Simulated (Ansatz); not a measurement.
**GeH₂S: vertical ionisation energy**

The task here is to estimate one member of a computed series from the others.

Method: unrestricted cation, the program's frozen cores in correlated methods; program: Ansatz 0.2.0, Gaussian basis.

Plan: UKS PBE-D4/def2-TZVPP; UKS r2SCAN-D4/def2-TZVPP; UKS PBE0-D4/def2-TZVPP; UKS B3LYP-D4/def2-TZVPP; UKS wB97X-V/def2-TZVPP; UKS wB97M-V/def2-TZVPP; UKS B2PLYP/def2-TZVPP; UHF-CCSD(T)/def2-TZVPP; UHF-MP2/def2-QZVPP; extrapolation to the limit; then −ε(HOMO) from the neutral's earlier runs with LDA (SPW92), PBE-D4, revPBE-D4, BLYP-D4, r2SCAN-D4, B97M-V, PBE0-D4, B3LYP-D4, r2SCANh-D4, r2SCAN0-D4, HSE06-D4, BHLYP-D4, CAM-B3LYP-D4, LC-ωPBE, ωB97X-V, ωB97M-V.

### Structure used throughout

The geometry comes from an earlier relaxation with PBE0-D4 in a triple-zeta def2 set; it is a stationary point.

SMILES `[SH][GeH]`, 4 atoms, charge 0, spin multiplicity 1.

Atoms are counted from 1 here; the program's logs count them from 0.

Bond lengths: S1–Ge2 2.225 Å, S1–H3 1.342 Å, Ge2–H4 1.595 Å. Angles: Ge2–S1–H3 100.2°, S1–Ge2–H4 93.7°.

The first run:

in.yaml

```yaml
crystal:
  periodic: [false, false, false]
  atoms:
    - {symbol: S, position_ang: [-0.443273, -1.201847, 0.271669]}
    - {symbol: Ge, position_ang: [-0.841670, 0.737867, -0.743626]}
    - {symbol: H, position_ang: [0.779209, -0.962093, 0.771177]}
    - {symbol: H, position_ang: [0.561234, 1.365874, -0.319420]}
basis:
  gaussian: {orbitals: def2-TZVPP}
total_charge: 1
magnetization: {spin_polarized: true, initial_magnetization: 1}
hamiltonian: {xc: pbe, dispersion: d4}
```

Steps of the session up to this table: Cation, UKS PBE-D4/def2-TZVPP; Cation, UKS r2SCAN-D4/def2-TZVPP; Cation, UKS PBE0-D4/def2-TZVPP; Cation, UKS B3LYP-D4/def2-TZVPP; Cation, UKS wB97X-V/def2-TZVPP; Cation, UKS wB97M-V/def2-TZVPP; Cation, UKS B2PLYP (frozen core)/def2-TZVPP; Cation, UHF-CCSD(T)/def2-TZVPP; Cation, UHF-MP2/def2-QZVPP.

One table of the session follows, with a row left open; its other results are not shown here.

Orbital estimates, from the neutral's runs:

```
  functional  −ε(HOMO) (eV)
 LDA (SPW92)           6.16
      PBE-D4           6.05
   revPBE-D4           6.01
     BLYP-D4           5.93
   r2SCAN-D4           6.33
      B97M-V           6.29
     PBE0-D4           7.12
    B3LYP-D4              ?
  r2SCANh-D4           6.71
  r2SCAN0-D4           7.30
    HSE06-D4           6.72
    BHLYP-D4           8.06
CAM-B3LYP-D4           8.40
     LC-ωPBE           9.70
     ωB97X-V           9.36
     ωB97M-V           9.24
```

**Question.** Estimate the row for B3LYP-D4.

Worked estimate for «−ε(HOMO) (eV)». Against the share of exact exchange, BLYP-D4 (0, 5.93), BHLYP-D4 (0.5, 8.06) give a slope of 4.26 per unit share; at 0.2 the line stands at 6.78.

As computed: −ε(HOMO) (eV): 6.94. In «−ε(HOMO) (eV)» the line misses by -0.16.
